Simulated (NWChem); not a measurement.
# CH2BBrO3 (SMILES OB1OC(Br)O1): levels of theory compared

Wanted: a comparison of 3 runs (HF/STO-3G, HF/3-21G, B3LYP/6-31G*) of CH2BBrO3. 

The results are computed with NWChem 7.3.0.

**1. The molecule**

CH2BBrO3 has 8 atoms, charge 0, and is taken as a singlet. As SMILES, `OB1OC(Br)O1`. The shape is that of a PBE0-D4/def2-TZVP optimisation.

Bond lengths: O1–B2 1.333 Å, B2–O3 1.392 Å, O3–C4 1.404 Å, C4–Br5 1.936 Å, B2–O6 1.397 Å, C4–O6 1.408 Å, O1–H7 0.960 Å, C4–H8 1.088 Å. Some angles: O1–B2–O3 129.8°, O1–B2–O6 133.1°, O3–B2–O6 97.1°, B2–O3–C4 83.6°, O3–C4–Br5 113.2°, O3–C4–O6 96.0°, Br5–C4–O6 113.0°, B2–O6–C4 83.3°, B2–O1–H7 114.4°, O3–C4–H8 113.9°.

**2. Energy and forces at HF/STO-3G (run 1)**

The input, ch2bbro3.nw:

```
start ch2bbro3
memory stack 880 mb heap 220 mb global 1100 mb

geometry noautosym nocenter noautoz
 O    -0.781600   -1.874300   -0.581600
 B    -0.248900   -0.692000   -0.271000
 O     1.028200   -0.197400   -0.517900
 C     0.528400    0.961400    0.098200
 Br    1.488100    1.441100    1.709200
 O    -0.756700    0.447700    0.356700
 H    -1.694300   -1.982700   -0.303500
 H     0.528800    1.839000   -0.545700
end

basis spherical bse
 * library STO-3G
end

scf
 thresh 1e-08
 maxiter 80
end

task scf gradient
```

The run is started by

```sh
$ nwchem ch2bbro3.nw > ch2bbro3.out
```

The log of the run:

```text
[...]
  functions       =    45
[...]
  wavefunction    = RHF
[...]
         Total SCF energy =  -2829.274103013687
      One-electron energy =  -4741.226540378429
      Two-electron energy =   1517.426003049130
 Nuclear repulsion energy =    394.526434315613
        Time for solution =      4.3s
[...]
                         RHF ENERGY GRADIENTS
    atom               coordinates                        gradient
                 x          y          z           x          y          z
   1 O      -1.477010  -3.541913  -1.099065   -0.029709  -0.000924   0.009826
   2 B      -0.470353  -1.307690  -0.512116    0.021291   0.032003   0.006030
   3 O       1.943016  -0.373032  -0.978689   -0.004719   0.024326   0.012887
   4 C       0.998531   1.816783   0.185571   -0.032298  -0.057056  -0.029957
   5 Br      2.812101   2.723284   3.229920    0.000096  -0.000729   0.000872
   6 O      -1.429956   0.846030   0.674065    0.019879   0.013252  -0.000146
   7 H      -3.201763  -3.746760  -0.573532    0.024493  -0.001048  -0.009072
   8 H       0.999287   3.475206  -1.031223    0.000968  -0.009825   0.009559
[...]
```

It took 6.6 s on 1 thread of Intel Xeon Platinum 8375C at 2.90GHz (Ice Lake), shared host; peak memory 0.1 GiB.

**3. Energy and forces at HF/3-21G (run 2)**

The input, sp.nw:

```
start sp
title "CH2BBrO3 hf"
memory 2200 mb

geometry units angstroms noautosym nocenter noautoz
   O     -0.781600    -1.874300    -0.581600
   B     -0.248900    -0.692000    -0.271000
   O      1.028200    -0.197400    -0.517900
   C      0.528400     0.961400     0.098200
   Br     1.488100     1.441100     1.709200
   O     -0.756700     0.447700     0.356700
   H     -1.694300    -1.982700    -0.303500
   H      0.528800     1.839000    -0.545700
end

basis spherical bse
   * library 3-21G
end

scf
   singlet
   rhf
   thresh 1e-08
   maxiter 80
   print medium
end

task scf gradient
```

The run is started by

```sh
$ nwchem sp.nw > sp.out
```

The log of the run:

```text
[...]
  functions       =    71
[...]
  wavefunction    = RHF
[...]
         Total SCF energy =  -2846.855752665922
      One-electron energy =  -4749.221549606504
      Two-electron energy =   1507.839362624969
 Nuclear repulsion energy =    394.526434315613
        Time for solution =      5.2s
[...]
                         RHF ENERGY GRADIENTS
    atom               coordinates                        gradient
                 x          y          z           x          y          z
   1 O      -1.477010  -3.541913  -1.099065    0.007749   0.000728  -0.002496
   2 B      -0.470353  -1.307690  -0.512116    0.006968   0.041609   0.013170
   3 O       1.943016  -0.373032  -0.978689   -0.013568   0.009779   0.007511
   4 C       0.998531   1.816783   0.185571   -0.024765  -0.074986   0.005922
   5 Br      2.812101   2.723284   3.229920   -0.005598  -0.001102  -0.011052
   6 O      -1.429956   0.846030   0.674065    0.019722   0.001685  -0.007141
   7 H      -3.201763  -3.746760  -0.573532    0.008314   0.010081   0.001283
   8 H       0.999287   3.475206  -1.031223    0.001177   0.012205  -0.007197
[...]
```

It took 7.8 s on 1 thread of Intel Xeon Platinum 8375C at 2.90GHz (Ice Lake), shared host; peak memory 0.099 GiB.

**4. Energy and gradient at B3LYP/6-31G(d) (Cartesian functions) (run 3)**

The input, ch2bbro3.nw:

```
start ch2bbro3
title "CH2BBrO3"
memory stack 880 mb heap 220 mb global 1100 mb

geometry units angstroms noautosym nocenter noautoz
   O    -0.781600   -1.874300   -0.581600
   B    -0.248900   -0.692000   -0.271000
   O     1.028200   -0.197400   -0.517900
   C     0.528400    0.961400    0.098200
   Br    1.488100    1.441100    1.709200
   O    -0.756700    0.447700    0.356700
   H    -1.694300   -1.982700   -0.303500
   H     0.528800    1.839000   -0.545700
end

basis
   * library 6-31G*
end

dft
   xc b3lyp
   grid fine
   convergence energy 1e-08
   iterations 100
   mulliken
end

task dft gradient
```

The run is started by

```sh
$ nwchem ch2bbro3.nw > ch2bbro3.out
```

The log of the run:

```text
[...]
          Wavefunction type:  closed shell.
          No. of atoms     :     8
          No. of electrons :    72
[...]
          Charge           :     0
          Spin multiplicity:     1
[...]
          AO basis - number of functions:   114
[...]
              XC Information
              --------------
                         B3LYP Method XC Potential
                     Hartree-Fock (Exact) Exchange  0.200
                        Slater Exchange Functional  0.800 local
                    Becke 1988 Exchange Functional  0.720 non-local
              Lee-Yang-Parr Correlation Functional  0.810
                  VWN I RPA Correlation Functional  0.190 local
[...]
 d= 0,ls=0.0,diis     1  -2863.6296092480 -3.26D+03  1.62D-02  2.87D+00     3.9
[...]
 d= 0,ls=0.0,diis    11  -2863.8211334667 -1.28D-09  2.40D-07  6.20D-10    32.5
         Total DFT energy =    -2863.821133466662
      One electron energy =    -4763.494651489334
           Coulomb energy =     1632.576727469659
    Exchange-Corr. energy =     -127.429643762601
 Nuclear repulsion energy =      394.526434315613
[...]
      Total Density - Mulliken Population Analysis
     ---------------------------------------------
    Atom       Charge   Shell Charges
 -----------   ------   -------------------------------------------------------
    1 O    8     8.53   1.99  0.90  2.97  0.88  1.75  0.03
    2 B    5     4.43   1.99  0.52  1.44  0.12  0.18  0.18
    3 O    8     8.41   1.99  0.91  2.92  0.97  1.61  0.02
    4 C    6     5.77   1.99  0.72  1.92  0.47  0.58  0.09
    5 Br  35    35.06   2.00  1.99  6.00  1.93  5.99  1.63  3.81  0.36  1.27  7.02  2.95  0.13
    6 O    8     8.42   1.99  0.91  2.92  0.96  1.63  0.02
    7 H    1     0.57   0.47  0.10
    8 H    1     0.80   0.53  0.26
[...]
  wavefunction    = closed shell
[...]
```

Run time: 47 s. Hardware: 1 thread of Intel Xeon Platinum 8375C at 2.90GHz (Ice Lake), shared host; peak memory 0.13 GiB.

**5. Overview of the runs**

```
run                               level  Cartesian functions  iteration cap   energy (Eh)  dipole moment (D)  HOMO energy (eV)  LUMO energy (eV)  wall time
  1                           HF/STO-3G                   no             80  -2829.274103               2.39             -8.71              8.81      6.6 s
  2                            HF/3-21G                   no             80  -2846.855753               2.50            -11.31              4.20      7.8 s
  3  B3LYP/6-31G* (Cartesian functions)                  yes            100  -2863.821133               2.45             -7.99             -0.34       47 s
```

**6. What came out**

| quantity | value |
| --- | --- |
| run 3: total energy | -2863.82113 Eh |
| run 3: dipole moment | 2.45 D |
| run 3: HOMO energy | -7.99 eV |
| run 3: LUMO energy | -0.34 eV |
| run 3: HOMO–LUMO gap | 7.65 eV |
| run 3: largest force on an atom | 0.613 eV/Å |

What this shows: The dipole moment (its size) runs from 2.39 D (HF/STO-3G) to 2.50 D (HF/3-21G). The HOMO–LUMO gap runs from 7.65 eV (B3LYP/6-31G*) to 17.52 eV (HF/STO-3G). The two ends differ in method and basis. In run 1 the basis is minimal, so the values are rough. All runs together took 61 s, the longest 47 s.
